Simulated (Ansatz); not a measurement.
# CH₃F₃Sn: basis-set convergence

An exercise on one series of results from a longer session: the logs are not shown, and one member is left open.

The runs use Ansatz 0.2.0, Gaussian basis; one geometry, several basis sets.

The runs, in order: PBE0-D4/def2-SVP; ωB97M-V/def2-SVP; PBE0-D4/def2-QZVPP; ωB97M-V/def2-QZVPP; the functionals' def2-TZVPP values are taken from earlier runs.

## The geometry

All runs share one geometry, relaxed beforehand with PBE0-D4 in a triple-zeta def2 set. Sn takes the def2 core potential; no spin-orbit term is included.

SMILES `F[C](F)(F)[SnH3]`, 8 atoms, charge 0, spin multiplicity 1.

Atoms are counted from 1 here; the program's logs count them from 0.

Bond lengths: F1–C2 1.345 Å, C2–F3 1.345 Å, C2–F4 1.345 Å, C2–Sn5 2.205 Å, Sn5–H6 1.699 Å, Sn5–H7 1.699 Å, Sn5–H8 1.699 Å. Angles: F1–C2–F3 106.7°, F1–C2–F4 106.7°, F1–C2–Sn5 112.1°, F3–C2–F4 106.7°, F3–C2–Sn5 112.1°, F4–C2–Sn5 112.1°, C2–Sn5–H6 107.0°, C2–Sn5–H7 107.0°, C2–Sn5–H8 107.0°, H6–Sn5–H7 111.9°, H6–Sn5–H8 111.9°, H7–Sn5–H8 111.9°.

Set-up of the first run:

in.yaml

```yaml
crystal:
  periodic: [false, false, false]
  atoms:
    - {symbol: F, position_ang: [0.798966, -1.026055, 1.564398]}
    - {symbol: C, position_ang: [0.805526, -0.719998, 0.254938]}
    - {symbol: F, position_ang: [0.684396, -1.879965, -0.414536]}
    - {symbol: F, position_ang: [2.029565, -0.237839, -0.023988]}
    - {symbol: Sn, position_ang: [-0.787861, 0.710299, -0.270523]}
    - {symbol: H, position_ang: [-0.512642, 2.116334, 0.643121]}
    - {symbol: H, position_ang: [-0.659276, 1.004935, -1.939095]}
    - {symbol: H, position_ang: [-2.266574, -0.024910, 0.129886]}
basis:
  gaussian: {orbitals: def2-SVP}
hamiltonian: {xc: pbe0, dispersion: d4}
output: {orbitals: {seedname: orbitals}}
```

Run with:

```sh
> ansatz run in.yaml --threads 4 --pin off --events-out ev --progress --plain --max-ram 10444MiB
```

Among the steps run: PBE0-D4 in def2-SVP; ωB97M-V in def2-SVP; PBE0-D4 in def2-QZVPP; ωB97M-V in def2-QZVPP.

One of the session's tables, all rows but one given; the rest of the session is left out.

It belongs to the step «Functionals by basis». 

```
functional       basis  HOMO (eV)  LUMO (eV)
   PBE0-D4    def2-SVP      -8.74      -0.02
   PBE0-D4  def2-TZVPP      -8.85      -0.29
   PBE0-D4  def2-QZVPP      -8.89      -0.35
   ωB97M-V    def2-SVP     -10.93       1.67
   ωB97M-V  def2-TZVPP     -11.08       1.11
   ωB97M-V  def2-QZVPP          ?          ?
```

**Question.** Estimate the row for ωB97M-V, def2-QZVPP.

**Answer.** HOMO (eV): -11.12; LUMO (eV): 0.90. In the column «HOMO (eV)» it is the lowest.
